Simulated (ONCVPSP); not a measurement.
# Os: generating and testing an ONCV potential

Aim: build the potential from the settings below, then test how well it stands in for the atom: other configurations, scattering, ghost states and the plane-wave cutoff that it needs.

Method: ONCVPSP 4.0.1, PBEsol, fully relativistic.

### Step 1. Settings

Typed settings, in words:

- element: osmium (Os, Z = 76)
- type: optimised norm-conserving Vanderbilt (ONCV)
- frozen core: [Kr] 4d10 4f14
- valence charge: 16
- reference configuration: 5s2 5p6 5d6.5 6s1.5
- partial waves: 5s+6s: rc 1.90 bohr, ncon 4, nbas 8, qcut 8 1/bohr, 2 projectors; 5p: rc 1.80 bohr, ncon 4, nbas 9, qcut 7.2 1/bohr, 2 projectors, debl 1.6 Ha; 5d: rc 1.95 bohr, ncon 3, nbas 8, qcut 9 1/bohr, 3 projectors, debl 3.6 Ha
- local potential: polynomial inside 1.75 bohr (lpopt 5, dvloc0 4 Ha)
- core correction: not asked for

### Step 2. The generation run

Input file Os.dat:

```
# ATOM AND REFERENCE CONFIGURATION
# atsym  z   nc   nv     iexc    psfile
  Os 76.00   10    4  -116133      upf
#
#   n    l    f
    1    0    2.00
    2    0    2.00
    2    1    6.00
    3    0    2.00
    3    1    6.00
    3    2   10.00
    4    0    2.00
    4    1    6.00
    4    2   10.00
    4    3   14.00
    5    0    2.00
    5    1    6.00
    5    2    6.50
    6    0    1.50
#
# PSEUDOPOTENTIAL AND OPTIMIZATION
# lmax
    2
#
#   l,   rc,      ep,       ncon, nbas, qcut
    0    1.90    0.00    4    8    8.00
    1    1.80    0.00    4    9    7.20
    2    1.95    0.00    3    8    9.00
#
# LOCAL POTENTIAL
# lloc, lpopt,  rc(5),   dvloc0
    4    5    1.75    4.00
#
# VANDERBILT-KLEINMAN-BYLANDER PROJECTORs
# l, nproj, debl
    0    2    2.00
    1    2    1.60
    2    3    3.60
#
# MODEL CORE CHARGE
# icmod, fcfact, rcfact
    0    0.00    0.00
#
# LOG DERIVATIVE ANALYSIS
# epsh1, epsh2, depsh
   -5.00    5.00    0.04
#
# OUTPUT GRID
# rlmax, drl
    6.00    0.01
#
# TEST CONFIGURATIONS
# ncnf
    4
# nvcnf
#   n    l    f
    4
    5    0    2.00
    5    1    6.00
    5    2    6.00
    6    0    2.00
#
    4
    5    0    2.00
    5    1    6.00
    5    2    6.00
    6    0    1.00
#
    4
    5    0    2.00
    5    1    6.00
    5    2    6.00
    6    0    0.00
#
    5
    5    0    2.00
    5    1    6.00
    5    2    6.00
    6    0    0.00
    6    1    2.00
#
```

The run is started by

```bash
$ oncvpspr.x < Os.dat > Os.out
```

**Question.** What will these runs give? Wanted: cutoffs for 1 and 0.1 mHa per electron, occupied waves; bound ghosts; GHOST(+) flags; largest test error; largest phase difference near zero energy, channels read; projector energies reset by the program.

As calculated:

| quantity | value |
| --- | --- |
| cutoffs for 1 and 0.1 mHa per electron, occupied waves | 18 Ha and 23 Ha |
| bound ghosts | s at -390.76 eV |
| GHOST(+) flags | none at low energy |
| largest test error (AE − PS) | -1.9 meV, for 5s2 5p6 5d6 6s0 |
| largest phase difference near zero energy, channels read | 0.002 rad |
| projector energies reset by the program | p: -1.703, 0.250 Ha |

In words: A bound ghost (s) makes it unfit for use: electrons can fall into a state that the atom doesn't have. By total energies transferability is very good: the largest error is 1.9 meV on 26.5 eV, for 5s2 5p6 5d6 6s0. Atomic tests can pass in spite of a ghost, since they solve only for the levels asked. It counts as of middling hardness, with 18 Ha needed at the looser tolerance. Near zero energy the phases of the channels with partial waves agree within 0.002 rad. Note that the frozen 4f shell (-51 eV) lies higher than the valence 5s shell (-90 eV). All of this concerns the isolated atom, not yet a solid.
